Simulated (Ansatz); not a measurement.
# HfOs3: the cost of one run

Computed with the Python package of Ansatz 0.2.0. Level of theory: DFT PBE, plane waves, PAW.

### Step 1. The structure

Symmetry: Pm-3m, No. 221, cubic system. Conventional cell: a = 3.974 Å, b = 3.974 Å, c = 3.974 Å, α = 90.00°, β = 90.00°, γ = 90.00°. Around Hf (site symmetry m-3m) lie 12 Os at 2.81 Å. Os (site symmetry 4/mmm) is surrounded by 4 Hf at 2.81 Å and 8 Os at 2.81 Å.

The script holds or builds the structure itself.

### Step 2. The script

The input, hfos3_ecut.py:

```python
# -*- coding: utf-8 -*-
import logging
import sys

import ansatz as az
from tabulate import tabulate

logging.basicConfig(stream=sys.stdout, format="[%(levelname)s] %(message)s")
log = logging.getLogger("calc")
log.setLevel(logging.INFO)

cell = (
    az.Lattice.of((3.973561, 0.0, 0.0), (0.0, 3.973561, 0.0), (0.0, 0.0, 3.973561))
    .atom("Hf", (0.0, 0.0, 0.0))
    .atom("Os", (0.5, 0.5, 0.0))
    .atom("Os", (0.5, 0.0, 0.5))
    .atom("Os", (0.0, 0.5, 0.5))
)

job = (
    cell.calculation()
    .functional("pbe")
    .kpoints(7, 7, 7)
    .occupations(az.OccupationsMethod.FERMI_DIRAC, width=0.1)
)

rows = []
for value in [300, 400, 500, 600]:
    data = job.basis(value).run(threads=1).report
    rows.append((value, data["free_energy_ev"] / len(data["lattice"]["sites"]), data["n_iterations"], data["n_pw"]))

print(tabulate(rows, headers=["cutoff (eV)", "F/atom (eV)", "iterations", "plane waves"], floatfmt=".4f", tablefmt="github"))

for row in rows[:-1]:
    shift = 1000 * (row[1] - rows[-1][1])
    log.info(f"{row[0]}: {shift:+.2f} meV/atom" + ("  (within 1 meV)" if abs(shift) < 1 else ""))
```

### Step 3. What the engine is handed

The engine receives this input (first run):

```yaml
crystal:
  lattice:
    - [3.973561, 0.0, 0.0]
    - [0.0, 3.973561, 0.0]
    - [0.0, 0.0, 3.973561]
  atoms:
    - { symbol: Hf, position: [0.0, 0.0, 0.0] }
    - { symbol: Os, position: [0.5, 0.5, 0.0] }
    - { symbol: Os, position: [0.5, 0.0, 0.5] }
    - { symbol: Os, position: [0.0, 0.5, 0.5] }
basis:
  ecutwfc: 300.0
kpoints:
  mp_grid:
    grid: [7, 7, 7]
hamiltonian:
  xc: pbe
scf:
  occupations:
    method: fermi_dirac
    width: 0.1
```

### Step 4. The run

On the command line:

```sh
> python hfos3_ecut.py
```

Q: Estimate wall time and peak memory on 1 thread of Intel Xeon Platinum 8488C (Sapphire Rapids), shared host.

About 6.3 s, with a peak of 0.48 GiB.
